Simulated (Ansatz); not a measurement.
**CHClSi₂: functionals against CCSD(T) at one geometry**

Aim: energy, forces and dipole at a structure displaced at random from a GFN2-xTB minimum, from CCSD(T) and from density functionals.

Method: single points in def2-TZVPP; program: Ansatz 0.2.0, Gaussian basis.

Correlated methods freeze the cores. B3LYP uses VWN-RPA correlation.

## 1. The starting structure

SMILES `Cl[Si]1=[Si]=C1`, 5 atoms, charge 0, spin multiplicity 1.

Atoms are counted from 1 here; the program's logs count them from 0.

Bond lengths: Cl1–Si2 2.044 Å, Si2–Si3 2.259 Å, Si2–C4 1.764 Å, Si3–C4 1.851 Å, C4–H5 1.089 Å. Angles: Cl1–Si2–Si3 168.8°, Cl1–Si2–C4 116.1°, Si3–Si2–C4 53.1°, Si2–Si3–C4 49.6°, Si2–C4–Si3 77.3°, Si2–C4–H5 144.8°, Si3–C4–H5 137.7°.

Geometry (Å):

```xyz
5

Cl   -1.9136   -1.5020    0.7508
Si   -0.9569   -0.0210   -0.2830
Si    0.4686    1.4200   -1.2801
C     0.7560    0.1961    0.0786
H     1.5967   -0.1772    0.6620
```

## 2. CCSD(T)/def2-TZVPP

The input, run/in.yaml:

```yaml
crystal:
  periodic: [false, false, false]
  atoms:
    - {symbol: Cl, position_ang: [-1.913600, -1.502000, 0.750800]}
    - {symbol: Si, position_ang: [-0.956900, -0.021000, -0.283000]}
    - {symbol: Si, position_ang: [0.468600, 1.420000, -1.280100]}
    - {symbol: C, position_ang: [0.756000, 0.196100, 0.078600]}
    - {symbol: H, position_ang: [1.596700, -0.177200, 0.662000]}
basis:
  gaussian: {orbitals: def2-TZVPP}
correlation: {method: ccsd_t}
output: {forces: true}
```

No record of the launch command was kept for these runs.

## 3. PBE0-D4/def2-TZVPP

Edit run/in.yaml of step 2 so:

```diff
@@ -10,3 +10,3 @@
   gaussian: {orbitals: def2-TZVPP}
-correlation: {method: ccsd_t}
-output: {forces: true}
+hamiltonian: {xc: pbe0, dispersion: d4}
+output: {forces: true, orbitals: {seedname: orbitals}}
```

## 4. wB97M-V/def2-TZVPP

Edit run/in.yaml of step 3 so:

```diff
@@ -10,3 +10,3 @@
   gaussian: {orbitals: def2-TZVPP}
-hamiltonian: {xc: pbe0, dispersion: d4}
-output: {forces: true, orbitals: {seedname: orbitals}}
+hamiltonian: {xc: {name: wB97M-V}}
+output: {forces: true}
```

## 5. r2SCAN-D4/def2-TZVPP

Edit run/in.yaml of step 4 so:

```diff
@@ -10,3 +10,3 @@
   gaussian: {orbitals: def2-TZVPP}
-hamiltonian: {xc: {name: wB97M-V}}
+hamiltonian: {xc: r2scan, dispersion: d4}
 output: {forces: true}
```

## 6. PBE-D4/def2-TZVPP

Edit run/in.yaml of step 5 so:

```diff
@@ -10,3 +10,3 @@
   gaussian: {orbitals: def2-TZVPP}
-hamiltonian: {xc: r2scan, dispersion: d4}
+hamiltonian: {xc: pbe, dispersion: d4}
 output: {forces: true}
```

## 7. B3LYP-D4/def2-TZVPP

Edit run/in.yaml of step 6 so:

```diff
@@ -10,3 +10,3 @@
   gaussian: {orbitals: def2-TZVPP}
-hamiltonian: {xc: pbe, dispersion: d4}
+hamiltonian: {xc: {name: B3LYP}, dispersion: d4}
 output: {forces: true}
```

## 8. revPBE-D4/def2-TZVPP

Edit run/in.yaml of step 7 so:

```diff
@@ -10,3 +10,3 @@
   gaussian: {orbitals: def2-TZVPP}
-hamiltonian: {xc: {name: B3LYP}, dispersion: d4}
+hamiltonian: {xc: {name: revPBE}, dispersion: d4}
 output: {forces: true}
```

(Steps that only read results are left out.)

What does the calculation give? Wanted: energy less free atoms, CCSD(T)/def2-TZVPP; RMS force component; RMS force error; HOMO and LUMO, PBE0-D4; T1 diagnostic.

The runs gave:

```
                                  quantity                                                                                              value
energy less free atoms, CCSD(T)/def2-TZVPP                                                                                    -389.7 kcal/mol
                       RMS force component                                                               0.302 to 0.495 eV/Å over the methods
                           RMS force error  PBE0-D4 0.185, wB97M-V 0.229, r2SCAN-D4 0.145, PBE-D4 0.126, B3LYP-D4 0.139, revPBE-D4 0.153 eV/Å
                    HOMO and LUMO, PBE0-D4                                                                                 -6.44 and -2.37 eV
                             T1 diagnostic                                                                                              0.015
```

What this shows: Against CCSD(T) the functionals' energies less atoms differ by -32.7 to -12.2 kcal/mol, PBE-D4 by -32.7 kcal/mol. CCSD(T) in triple zeta still lacks some correlation energy of the bonds, so part of these gaps is its own basis error and they don't rank the functionals. The forces of PBE-D4 come nearest to CCSD(T), those of wB97M-V are farthest. Frozen-core CCSD(T) forces in triple zeta carry basis errors of their own, and this is one geometry, so small gaps rank nothing.
